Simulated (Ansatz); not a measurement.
# La3Hf2C4: the cost of one run

Program: Ansatz 0.2.0. Level of theory: DFT PBE, scalar-relativistic, plane waves, PAW. These are calculated values, not measurements.

## (1) The structure to begin with

The structure is hexagonal, space group P6/mmm (No. 191). Conventional cell: a = 6.353 Å, b = 6.353 Å, c = 4.628 Å, α = 90.00°, β = 90.00°, γ = 120.00°. Around La (site symmetry -6m2) lie 3 C at 1.83 Å. Around La (site symmetry 6/mmm) lie 2 C at 2.31 Å. Hf (site symmetry -6m2) is surrounded by 2 La at 2.31 Å. C (site symmetry mmm) is surrounded by 2 La at 1.83 Å. Around C (site symmetry 6/mmm) lie 2 La at 2.31 Å.

As a file:

```
La Hf C
1.0
     6.35266    0.00000    0.00000
    -3.17633    5.50157    0.00000
     0.00000    0.00000    4.62839
La Hf C
3 2 4
Direct
  0.33333 0.66667 0.00000
  0.66667 0.33333 0.00000
  0.00000 0.00000 0.00000
  0.33333 0.66667 0.50000
  0.66667 0.33333 0.50000
  0.50000 0.00000 0.00000
  0.00000 0.50000 0.00000
  0.50000 0.50000 0.00000
  0.00000 0.00000 0.50000
```

The cell is invented: random cell by space group and Wyckoff sites (P6/mmm, No. 191). Lengths come from tabulated atomic sizes and are only a guess.

## (2) Probe: one point on a coarse mesh

File input.yaml:

```yaml
crystal:
  lattice:
    - [6.35266034, 0.0, 0.0]
    - [-3.17633017, 5.50156524, 0.0]
    - [0.0, 0.0, 4.62839287]
  atoms:
    - { symbol: La, position: [0.33333333, 0.66666667, 0.0] }
    - { symbol: La, position: [0.66666667, 0.33333333, 0.0] }
    - { symbol: La, position: [0.0, 0.0, 0.0] }
    - { symbol: Hf, position: [0.33333333, 0.66666667, 0.5] }
    - { symbol: Hf, position: [0.66666667, 0.33333333, 0.5] }
    - { symbol: C, position: [0.5, 0.0, 0.0] }
    - { symbol: C, position: [0.0, 0.5, 0.0] }
    - { symbol: C, position: [0.5, 0.5, 0.0] }
    - { symbol: C, position: [0.0, 0.0, 0.5] }
basis:
  ecutwfc: 420
kpoints:
  mp_grid: { grid: [3, 3, 4] }
hamiltonian:
  xc: pbe
scf:
  occupations: { method: gaussian, width: 0.1 }
  lower_state_search: "off"
output:
  forces: true
  stress: true
  eigenvalues: true
```

The run is started by

```bash
ansatz run input.yaml --threads 1 --pin off --max-ram 2560MiB --backend cpu --events-out ev --progress --plain --runs-dir out
```

What time and memory should one allow on 1 thread of Intel Xeon at 2.50GHz (Skylake/Cascade Lake), shared host?

About 21 s, with a peak of 0.5 GiB.
